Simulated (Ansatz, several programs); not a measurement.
In₃Sb₂As, ordered on the zincblende lattice (I-4m2) with 6 atoms a cell, relaxed with PBE in Ansatz (plane waves, PAW): the symmetry is I-4m2 (No. 119, tetragonal); a = 4.591 Å, c = 19.441 Å in the conventional setting, 34.15 Å³ an atom. As is surrounded by 4 In at 2.73 Å; In is surrounded by 2 As at 2.73 Å and 2 Sb at 2.85 Å; Sb is surrounded by 4 In at 2.85 Å; In is surrounded by 4 Sb at 2.85 Å. The cell was then scaled with its shape and fractional coordinates held, which makes it stiffer than a relaxed compression. Spin-unpolarised throughout. Whether this structure exists isn't addressed.

| V (Å³/atom) | E (meV/atom) |
| --- | --- |
| 32.105 | 17.06 |
| 33.129 | 3.95 |
| 34.154 | 0.00 |
| 36.203 | 13.89 |

Q: Pass a cubic E = c₀ + c₁u + c₂u² + c₃u³, with u = V − 33.898 Å³, through these points.

A: c₀ = 0.20, c₁ = -1.773, c₂ = 3.856, c₃ = -0.2217 (meV and Å³).

Q: Where is the minimum, and what bulk modulus follows?

A: dE/du = 0 at u = +0.235, so V₀ = 34.13 Å³. B = V₀ d²E/dV² = 34.13 × (2c₂ + 6c₃u) = 34.13 × 7.400 = 253 meV/Å³, and 1 meV/Å³ is 0.16022 GPa: 40 GPa. A third-order Birch-Murnaghan fit to all five points gives 34.14 Å³ and 40 GPa.

Q: Predict the energy and the pressure at the withheld volume, 35.179 Å³.

A: With u = +1.281: E ≈ 3.79 meV and P = −dE/dV ≈ -1.12 GPa. The run gives 3.72 meV and, from its stress, -1.12 GPa.
